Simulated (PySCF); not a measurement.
# C5H7NSSe: the cost of one run

Computed with PySCF 2.14.0 and routines of our own; the level stands in each step. Atoms count from 0.

### 1 The system as given

15 atoms, charge 1, multiplicity 2; geometry from: GFN2-xTB.

### 2 Open-shell or spin-flip excitations: unrestricted TDA CAM-B3LYP/def2-SVP

The job: settings as JSON, then the geometry in Å.

```
{"job": {"kind": "uabs", "xc": "CAM-B3LYP", "basis": "def2-SVP", "nstates": 10, "tda": true}, "charge": 1, "multiplicity": 2}
S     -2.248076     1.445670    -0.523839
C     -1.710017    -0.273645    -0.725076
C     -0.676727    -0.686540     0.348949
C      0.684094    -0.150406     0.104597
C      1.526685    -0.604539    -0.976872
N      2.706640    -0.103271    -1.073012
Se     3.032155     1.095631     0.219130
C      1.332724     0.786226     0.865364
H     -1.217992     2.030171    -1.156891
H     -1.322825    -0.415814    -1.731117
H     -2.611086    -0.870489    -0.589148
H     -1.036925    -0.381440     1.332458
H     -0.634105    -1.779496     0.326101
H      1.229323    -1.362117    -1.686021
H      0.941718     1.278048     1.737811
```

Level: unrestricted TDA CAM-B3LYP/def2-SVP, vertical, gas phase, core orbitals frozen in the response.

On the command line:

```console
> OMP_NUM_THREADS=1 python excited_run.py task.json out
```

This one command runs all jobs of the session in turn.

Q: Estimate the wall time and peak memory of this first job on 1 thread of Arm Neoverse N1, shared host.

About 2.3 min, with a peak of 0.78 GiB.
